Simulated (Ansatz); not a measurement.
**One input on several machines: r2SCAN, a 4×3×2 supercell of BiClO (P4/nmm), atoms displaced at random by about 0.04 Å along each cell vector**

All times were clocked for whole runs of Ansatz 0.2.0, start-up included, one run at a time with no other job on the machine: a node with four NVIDIA GB300 Max-Q cards and 144 Grace (Neoverse V2) cores; a node with four NVIDIA GB200 cards and 144 Grace (Neoverse V2) cores; a node with eight NVIDIA H100 80GB cards and 96 AMD EPYC 7R13 cores. Times and memory are rounded to two significant figures, and ratios are formed from the unrounded values. A row is a single run, so small differences between rows aren't established. System services beside the runs took up to 5 cores (rounded up). Runs with a thread on every core shared the cores with them. Precision is the program's default, which can work at lower precision in parts of a run. Card memory is the largest of readings taken every 0.4 s, so short peaks can be missed, and it isn't given for runs under about 3 s. It shows what a run took, which needn't be the least that it can run in: the program holds more work at once where threads and free memory allow.

Commands are shown without the flags for output files and display.

The PAW files were made with PBE. For this functional the program regenerates the frozen cores at set-up.

```
atoms                                                              : 144
valence electrons                                                  : 1344
cell volume                                                        : 2726 Å³
cutoff                                                             : 350 eV
k mesh                                                             : 2×3×2
k points solved                                                    : 8
symmetry operations used (translations within a supercell counted) : 1
plane waves at Γ                                                   : 40517
dense FFT grid                                                     : 96×72×96
bands at the start                                                 : 816
spin                                                               : none
first density                                                      : atoms corrected by the program's trained network
```

Input:

```yaml
crystal:
  lattice:
    - [15.573588, 0.000000, 0.000000]
    - [0.000000, 11.680191, 0.000000]
    - [0.000000, 0.000000, 14.986378]
  atoms:
    - { symbol: Bi, position: [0.001807, 0.169360, 0.417902] }
    - { symbol: Bi, position: [0.122745, 0.000550, 0.087792] }
    - { symbol: Cl, position: [0.123828, 0.004259, 0.327347] }
    # ... 140 more atoms, left out here ...
    - { symbol: O, position: [0.872805, 0.828163, 0.497895] }
kpoints:
  mp_grid: { grid: [2, 3, 2] }
basis: { ecutwfc: 350 }
hamiltonian:
  xc: r2scan
scf:
  occupations: { method: fixed }
```

The typed cutoff is below the 500 eV that the potentials recommend, and the program warns of it.

| machine share | command | wall time | SCF clock | outside it | CPU time | SCF iterations | threads | host memory (GiB) | fullest card (GiB) | remarks |
| --- | --- | --- | --- | --- | --- | --- | --- | --- | --- | --- |
| 1 × GB200 | ansatz run input.yaml --backend cuda --devices 1 | 5.1 s | 3.8 s | 1.3 s | 30 s | 9 | 72 | 2.8 | 60 |  |
| 1 × GB300 | ansatz run input.yaml --backend cuda --devices 1 | 8.5 s | 7.2 s | 1.3 s | 45 s | 9 | 72 | 3.0 | 60 |  |
| 1 × H100 | ansatz run input.yaml --backend cuda --devices 1 | 7.5 s | 5.4 s | 2.1 s | 37 s | 9 | 48 | 2.0 | 54 | card 54 of 80 GiB; slots 8→7 |
| 144 threads, Grace of the GB200 node | ansatz run input.yaml --backend cpu | 40 s | 38 s | 1.5 s | 81 min | 9 | 144 | 40 |  |  |

The SCF clock is the program's own. It runs from the start of the first SCF loop to the final result and holds forces, stress, later SCFs and response steps. Outside it lie start-up, exit and the set-up ahead of the first loop, which depends on the cell and the method.

«slots a→b»: to fit the memory the program cut the eigensolver solves (one k point and spin each) that it holds at once from a to b, which trades time for memory. «card a of b GiB» or «host a of b GiB»: the run took three quarters or more of a card's memory (or the program reckoned to fill 85 % of what was free), or 60 % or more of the host memory that it had. The program fits its work to the free memory, so such a run may be limited by memory even where its log doesn't say so. Rows whose remarks tell of memory aren't like for like with rows without.

The machines don't compute alike at the default precision: the logs show emulated matrix products on GB200 and GB300, and some doubles held as pairs of floats on GB300.

The runs on cards also kept host threads busy (see the CPU time), so differences between cards can come from their hosts too.

Among these rows the slowest by wall time (144 threads, Grace of the GB200 node) takes 7.9 times as long as the fastest (1 × GB200). Up to 28 % of a wall time lies outside the SCF clock (1 × H100), so the wall times show the speed at the clocked work only in part. On the SCF clock alone the slowest (144 threads, Grace of the GB200 node) takes 10 times as long as the fastest (1 × GB200).

The gap on the SCF clock between 1 × GB300 and 1 × GB200 (7.2 s against 3.8 s) lies mostly in the eigensolver (5.2 s against 2.8 s). Its cause wasn't traced.

Problem. How long does the same input take on 96 threads, EPYC 7R13 (ansatz run input.yaml --backend cpu)?

Solution. 68 s, in 9 SCF iterations, 1.7 times the time on 144 threads, Grace of the GB200 node; peak host memory 39 GiB.
